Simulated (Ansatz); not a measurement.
# Al₃FH₅NO: small, medium and large basis sets

How large a basis does Al₃FH₅NO need? Two functionals are run in growing sets.

Program: Ansatz 0.2.0, Gaussian basis. Level of theory: one geometry, several basis sets. These are calculated values, not measurements.

Plan: PBE0-D4/def2-SVP; ωB97M-V/def2-SVP; PBE0-D4/def2-QZVPP; ωB97M-V/def2-QZVPP; the functionals' def2-TZVPP values are taken from earlier runs.

## (1) Structure used throughout

An earlier PBE0-D4 in a triple-zeta def2 set relaxation fixed the geometry.

SMILES `[NH2][AlH][AlH][O][AlH][F]`, 11 atoms, charge 0, spin multiplicity 1.

Atoms are counted from 1 here; the program's logs count them from 0.

Bond lengths: N1–Al2 1.770 Å, N1–H7 1.010 Å, N1–H8 1.008 Å, Al2–Al3 2.591 Å, Al2–H9 1.593 Å, Al3–O4 1.707 Å, Al3–H10 1.593 Å, O4–Al5 1.670 Å, Al5–F6 1.657 Å, Al5–H11 1.565 Å. Angles: Al2–N1–H7 124.4°, Al2–N1–H8 125.3°, H7–N1–H8 110.4°, N1–Al2–Al3 113.3°, N1–Al2–H9 116.6°, Al3–Al2–H9 130.0°, Al2–Al3–O4 113.6°, Al2–Al3–H10 131.4°, O4–Al3–H10 115.0°, Al3–O4–Al5 151.3°, O4–Al5–F6 118.0°, O4–Al5–H11 124.4°, F6–Al5–H11 117.6°.

## (2) PBE0-D4 in def2-SVP

in.yaml reads:

```yaml
crystal:
  periodic: [false, false, false]
  atoms:
    - {symbol: N, position_ang: [-1.696848, 1.167989, 0.061854]}
    - {symbol: Al, position_ang: [-1.202116, 0.548518, -1.520438]}
    - {symbol: Al, position_ang: [0.941199, -0.904631, -1.429228]}
    - {symbol: O, position_ang: [1.591856, -1.065523, 0.140268]}
    - {symbol: Al, position_ang: [1.559922, -0.745550, 1.778522]}
    - {symbol: F, position_ang: [0.326807, 0.193936, 2.363454]}
    - {symbol: H, position_ang: [-1.205349, 0.984873, 0.925307]}
    - {symbol: H, position_ang: [-2.502421, 1.749263, 0.233465]}
    - {symbol: H, position_ang: [-2.114284, 0.951886, -2.762314]}
    - {symbol: H, position_ang: [1.748740, -1.664265, -2.573651]}
    - {symbol: H, position_ang: [2.617691, -1.273496, 2.803460]}
basis:
  gaussian: {orbitals: def2-SVP}
hamiltonian: {xc: pbe0, dispersion: d4}
output: {orbitals: {seedname: orbitals}}
```

On the command line:

```bash
$ ansatz run in.yaml --threads 4 --pin off --events-out ev --progress --plain --max-ram 10444MiB
```

Further steps of the session: ωB97M-V in def2-SVP; PBE0-D4 in def2-QZVPP; ωB97M-V in def2-QZVPP.

**Question.** What will the summary of the whole plan be? Wanted: PBE0-D4: double and triple zeta above quadruple; ωB97M-V: double and triple zeta above quadruple.

The runs gave:

| quantity | value |
| --- | --- |
| PBE0-D4: double and triple zeta above quadruple | 15.96, 1.01 eV |
| ωB97M-V: double and triple zeta above quadruple | 16.06, 0.97 eV |

In words: For PBE0-D4 the step from double to triple zeta gains 14.95 eV and the next only 1.01 eV. These are total energies; as a rule much of such shifts cancels in differences, which this series doesn't test.
